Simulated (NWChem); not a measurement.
# BH2Br (SMILES BBr): levels of theory compared

Aim: a comparison of 5 runs (PBE/DGauss-DZVP, PBE/LANL2DZ, PBE/SBKJC-VDZ, PBE/jorge-DZP, PBE/jorge-TZP) of BH2Br. 

The results are computed with NWChem 7.3.0.

**1. The structure to begin with**

BH2Br has 4 atoms, charge 0, and is taken as a singlet. SMILES: `BBr`. The shape is that of a PBE0-D4/def2-TZVP optimisation.

Bond lengths: B1–Br2 1.891 Å, B1–H3 1.188 Å, B1–H4 1.188 Å. Angles: Br2–B1–H3 117.8°, Br2–B1–H4 117.8°, H3–B1–H4 124.3°.

**2. The response to a field at PBE/DGauss-DZVP (run 1)**

File m1.nw:

```
start m1
title "BBrH2"
memory 2200 mb
charge 0
geometry units angstroms noautosym nocenter noautoz
  B     -0.153900     0.025000    -0.096900
  Br     1.470100    -0.363400     0.790800
  H     -1.111200    -0.617300     0.191700
  H     -0.149500     0.895400    -0.905900
end
basis spherical bse
  B library DGauss-DZVP
  Br library DGauss-DZVP
  H library DGauss-DZVP
end
dft
  xc xpbe96 cpbe96
  mult 1
  grid fine
  convergence energy 1e-08
  maxiter 100
  mulliken
  print low
end
property
  response 1 0
end
task dft property
```

Started as:

```sh
nwchem m1.nw > m1.out
```

Output:

```text
[...]
 d= 0,ls=0.0,diis     1  -2599.2542912592 -2.67D+03  2.49D-02  2.65D-01     1.0
[...]
 d= 0,ls=0.0,diis    10  -2599.2910142338 -1.11D-10  8.76D-08  1.04D-11     5.6
         Total DFT energy =    -2599.291014233785
      One electron energy =    -3747.991000763866
           Coulomb energy =     1176.583829957882
    Exchange-Corr. energy =      -95.473174853405
 Nuclear repulsion energy =       67.589331425604
[...]
      Total Density - Mulliken Population Analysis
     ---------------------------------------------
    Atom       Charge   Shell Charges
 -----------   ------   -------------------------------------------------------
    1 B    5     5.25   2.00  0.77  0.37  1.82  0.21  0.08
    2 Br  35    35.06   2.00  2.00  2.00  1.16  0.77  6.00  6.01  4.09  1.00  9.92  0.11
    3 H    1     0.85   0.56  0.29
    4 H    1     0.85   0.56  0.29
[...]
 Anisotropic =      21.4793303
[...]
```

Wall time 15 s (1 thread of AMD EPYC 9R14 (Zen 4), shared host); peak memory 0.11 GiB.

**3. The response to a field at PBE/LANL2DZ (core potential) (run 2)**

File m1.nw:

```
start m1
title "BBrH2"
memory total 2200 mb
geometry units angstrom noautosym nocenter noautoz
   B       -0.153900       0.025000      -0.096900
   Br       1.470100      -0.363400       0.790800
   H       -1.111200      -0.617300       0.191700
   H       -0.149500       0.895400      -0.905900
end
basis spherical bse
   B library LANL2DZ
   Br library LANL2DZ
   H library LANL2DZ
end
ecp bse
   Br library LANL2DZ
end
dft
   xc xpbe96 cpbe96
   grid fine
   convergence energy 1e-08
   maxiter 100
   mulliken
   print low
end
property
   response 1 0
end
task dft property
```

Started as:

```sh
nwchem m1.nw > m1.out
```

Output:

```text
[...]
 d= 0,ls=0.0,diis     1    -39.1167747971 -5.64D+01  5.43D-02  1.65D-01     0.3
[...]
 d= 0,ls=0.0,diis     8    -39.1564255055 -6.61D-11  9.58D-08  2.92D-12     1.1
         Total DFT energy =      -39.156425505538
      One electron energy =      -89.634695586766
           Coulomb energy =       40.478767771437
    Exchange-Corr. energy =       -7.282204858632
 Nuclear repulsion energy =       17.281707168422
[...]
      Total Density - Mulliken Population Analysis
     ---------------------------------------------
    Atom       Charge   Shell Charges
 -----------   ------   -------------------------------------------------------
    1 B    5     5.32   2.00  0.73  0.42  1.99  0.18
    2 Br   7     7.00   0.48  1.48  2.77  2.27
    3 H    1     0.84   0.51  0.32
    4 H    1     0.84   0.51  0.32
[...]
 Anisotropic =      24.5628751
[...]
```

Wall time 3.9 s (1 thread of AMD EPYC 9R14 (Zen 4), shared host); peak memory 0.12 GiB.

Run 3 isn't shown in full; the table further down has it.

**4. The polarisability at PBE/jorge-DZP (run 4)**

File bbrh2.nw:

```
start bbrh2
title "BBrH2 PBE"
memory total 2200 mb

geometry units angstrom noautosym nocenter noautoz
B       -0.153900       0.025000      -0.096900
Br       1.470100      -0.363400       0.790800
H       -1.111200      -0.617300       0.191700
H       -0.149500       0.895400      -0.905900
end

basis spherical bse
B library jorge-DZP
Br library jorge-DZP
H library jorge-DZP
end

dft
xc xpbe96 cpbe96
grid fine
convergence energy 1e-08
iterations 100
mulliken
noprint "final vectors analysis"
end

property
response 1 0
end

task dft property
```

Started as:

```sh
nwchem bbrh2.nw > bbrh2.out
```

Output:

```text
[...]
          Wavefunction type:  closed shell.
          No. of atoms     :     4
          No. of electrons :    42
[...]
          Charge           :     0
          Spin multiplicity:     1
[...]
          AO basis - number of functions:    68
[...]
              XC Information
              --------------
          PerdewBurkeErnzerhof Exchange Functional  1.000
            Perdew 1991 LDA Correlation Functional  1.000 local
           PerdewBurkeErnz. Correlation Functional  1.000 non-local
[...]
 d= 0,ls=0.0,diis     1  -2599.6497037310 -2.67D+03  1.67D-02  1.34D+01     1.1
[...]
 d= 0,ls=0.0,diis    10  -2599.6949483732 -2.88D-09  7.54D-07  1.97D-09     6.9
         Total DFT energy =    -2599.694948373215
      One electron energy =    -3750.871527843456
           Coulomb energy =     1179.276609814201
    Exchange-Corr. energy =      -95.689361769564
 Nuclear repulsion energy =       67.589331425604
[...]
      Total Density - Mulliken Population Analysis
     ---------------------------------------------
    Atom       Charge   Shell Charges
 -----------   ------   -------------------------------------------------------
    1 B    5     5.24   0.93  1.05  0.69  0.47  1.76  0.27  0.07
    2 Br  35    34.86   0.38  0.72  0.85  1.06  0.96  2.01  1.02  0.91  2.87  2.44  1.13  5.54  2.17  2.80  8.13  1.87  0.00
    3 H    1     0.95   0.74  0.19  0.01
    4 H    1     0.95   0.74  0.19  0.01
[...]
 Anisotropic =      23.1325486
[...]
```

Wall time 25 s (1 thread of AMD EPYC 9R14 (Zen 4), shared host); peak memory 0.11 GiB.

**5. The response to a field at PBE/jorge-TZP (run 5)**

File calc.nw:

```
start calc
memory 2200 mb

geometry noautosym nocenter noautoz
B     -0.153900     0.025000    -0.096900
Br     1.470100    -0.363400     0.790800
H     -1.111200    -0.617300     0.191700
H     -0.149500     0.895400    -0.905900
end

basis "ao basis" spherical bse
* library jorge-TZP
end

dft
xc xpbe96 cpbe96
grid fine
convergence energy 1e-08
iterations 100
mulliken
noprint "final vectors analysis"
end

property
response 1 0
end

task dft property
```

Started as:

```sh
nwchem calc.nw > calc.out
```

Output:

```text
[...]
          Wavefunction type:  closed shell.
          No. of atoms     :     4
          No. of electrons :    42
[...]
          Charge           :     0
          Spin multiplicity:     1
[...]
          AO basis - number of functions:   124
[...]
              XC Information
              --------------
          PerdewBurkeErnzerhof Exchange Functional  1.000
            Perdew 1991 LDA Correlation Functional  1.000 local
           PerdewBurkeErnz. Correlation Functional  1.000 non-local
[...]
 d= 0,ls=0.0,diis     1  -2599.7221742821 -2.67D+03  7.08D-03  1.18D+01     3.1
[...]
 d= 0,ls=0.0,diis    11  -2599.7742906113 -4.60D-10  5.18D-08  3.95D-11    25.2
         Total DFT energy =    -2599.774290611290
      One electron energy =    -3750.836227903463
           Coulomb energy =     1179.151135372379
    Exchange-Corr. energy =      -95.678529505811
 Nuclear repulsion energy =       67.589331425604
[...]
      Total Density - Mulliken Population Analysis
     ---------------------------------------------
    Atom       Charge   Shell Charges
 -----------   ------   -------------------------------------------------------
    1 B    5     5.28   1.39  0.41  0.20  0.75  0.40  0.93  0.71  0.36  0.03  0.08  0.01
    2 Br  35    34.83   0.44  0.80  0.65  0.18  1.92  0.97  1.00  1.13  0.80  5.66  1.15  5.04  1.17  2.70  1.21  5.44  3.51  1.04  0.00  0.00  0.00
    3 H    1     0.95   0.26  0.52  0.15  0.01  0.01  0.00
    4 H    1     0.95   0.26  0.52  0.15  0.01  0.01  0.00
[...]
 Anisotropic =      24.9228541
[...]
```

It took 98 s on 1 thread of AMD EPYC 9R14 (Zen 4), shared host; peak memory 0.13 GiB.

**6. Overview of the runs**

| run | level | core potential | energy (Eh) | mean polarisability (bohr³) | wall time |
| --- | --- | --- | --- | --- | --- |
| 1 | PBE/DGauss-DZVP | – | -2599.291014 | 28.5 | 15 s |
| 2 | PBE/LANL2DZ (core potential) | LANL2DZ | -39.156426 | 22.3 | 3.9 s |
| 3 | PBE/SBKJC-VDZ (core potential) | SBKJC-VDZ | -17.347116 | 22.3 | 3.6 s |
| 4 | PBE/jorge-DZP | – | -2599.694948 | 24.6 | 25 s |
| 5 | PBE/jorge-TZP | – | -2599.774291 | 29.8 | 98 s |

**7. Summary of results**

```
                         quantity           value
              run 5: total energy  -2599.77429 Eh
             run 5: dipole moment          0.39 D
run 5: mean static polarisability      29.8 bohr³
```

What this shows: Over runs 3, 4, 5 the dipole moment (its size) runs from 0.31 D (PBE/jorge-DZP) to 0.84 D (PBE/SBKJC-VDZ). The two ends differ in basis and core potential. Some runs of one species differ in core potentials or relativity; totals across that change don't compare. All runs together took 2.4 min, the longest 98 s.
